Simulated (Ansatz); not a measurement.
# LiBe16: the cost of one run

Program: Ansatz 0.2.0. Level of theory: DFT PBE, plane waves, PAW, scalar-relativistic, no spin polarisation. These are calculated values, not measurements.

**1. Starting point**

The cell holds 17 atoms (Be16Li): a = 4.580 Å, b = 3.966 Å, c = 7.177 Å, α = 90.00°, β = 90.00°, γ = 90.00°.

Coordinates:

```cif
data_structure
_symmetry_space_group_name_H-M 'P 1'
_symmetry_Int_Tables_number 1
_cell_length_a 4.5800
_cell_length_b 3.9664
_cell_length_c 7.1769
_cell_angle_alpha 90.000
_cell_angle_beta 90.000
_cell_angle_gamma 90.000
_cell_volume 130.38
loop_
_atom_site_label
_atom_site_type_symbol
_atom_site_fract_x
_atom_site_fract_y
_atom_site_fract_z
_atom_site_occupancy
Be1 Be 0.75000 0.50000 0.00000 1
Be2 Be 0.50000 0.33333 0.25000 1
Be3 Be 0.75000 0.50000 0.50000 1
Be4 Be 0.50000 0.33333 0.75000 1
Be5 Be 0.50000 0.00000 0.00000 1
Be6 Be 0.25000 0.83333 0.25000 1
Be7 Be 0.50000 0.00000 0.50000 1
Be8 Be 0.25000 0.83333 0.75000 1
Be9 Be 0.25000 0.50000 0.00000 1
Be10 Be 0.00000 0.33333 0.25000 1
Be11 Be 0.25000 0.50000 0.50000 1
Be12 Be 0.00000 0.33333 0.75000 1
Be13 Be 0.00000 0.00000 0.00000 1
Be14 Be 0.75000 0.83333 0.25000 1
Be15 Be 0.00000 0.00000 0.50000 1
Be16 Be 0.75000 0.83333 0.75000 1
Li1 Li 0.24780 0.18128 0.61910 1
```

**2. End point A**

File input.yaml:

```yaml
crystal:
  lattice:
    - [-2.29, -3.966396, 0.0]
    - [3.435, -1.983198, 0.0]
    - [0.0, 0.0, 7.17686]
  atoms:
    - { symbol: Be, position: [0.75, 0.5, 0.0] }
    - { symbol: Be, position: [0.5, 0.3333333, 0.25] }
    - { symbol: Be, position: [0.75, 0.5, 0.5] }
    - { symbol: Be, position: [0.5, 0.3333333, 0.75] }
    - { symbol: Be, position: [0.5, 0.0, 0.0] }
    - { symbol: Be, position: [0.25, 0.8333333, 0.25] }
    - { symbol: Be, position: [0.5, 0.0, 0.5] }
    - { symbol: Be, position: [0.25, 0.8333333, 0.75] }
    - { symbol: Be, position: [0.25, 0.5, 0.0] }
    - { symbol: Be, position: [0.0, 0.3333333, 0.25] }
    - { symbol: Be, position: [0.25, 0.5, 0.5] }
    - { symbol: Be, position: [0.0, 0.3333333, 0.75] }
    - { symbol: Be, position: [0.0, 0.0, 0.0] }
    - { symbol: Be, position: [0.75, 0.8333333, 0.25] }
    - { symbol: Be, position: [0.0, 0.0, 0.5] }
    - { symbol: Be, position: [0.75, 0.8333333, 0.75] }
    - { symbol: Li, position: [0.2478019, 0.1812834, 0.6190999] }
basis:
  ecutwfc: 420.0
kpoints:
  mp_grid: { grid: [4, 4, 3] }
hamiltonian:
  xc: pbe
scf:
  occupations: { method: gaussian, width: 0.1 }
  lower_state_search: "off"
relax:
  f_tol: 0.03
  max_steps: 60
  adjacent_minimum: "off"
```

On the command line:

```sh
> ansatz run input.yaml --threads 1 --pin off --max-ram 3072MiB --backend cpu --events-out ev --progress --plain --runs-dir out
```

Q: Estimate wall time and peak memory on 1 thread of Intel Xeon Platinum 8488C (Sapphire Rapids), shared host.

About 61 s, with a peak of 0.52 GiB.
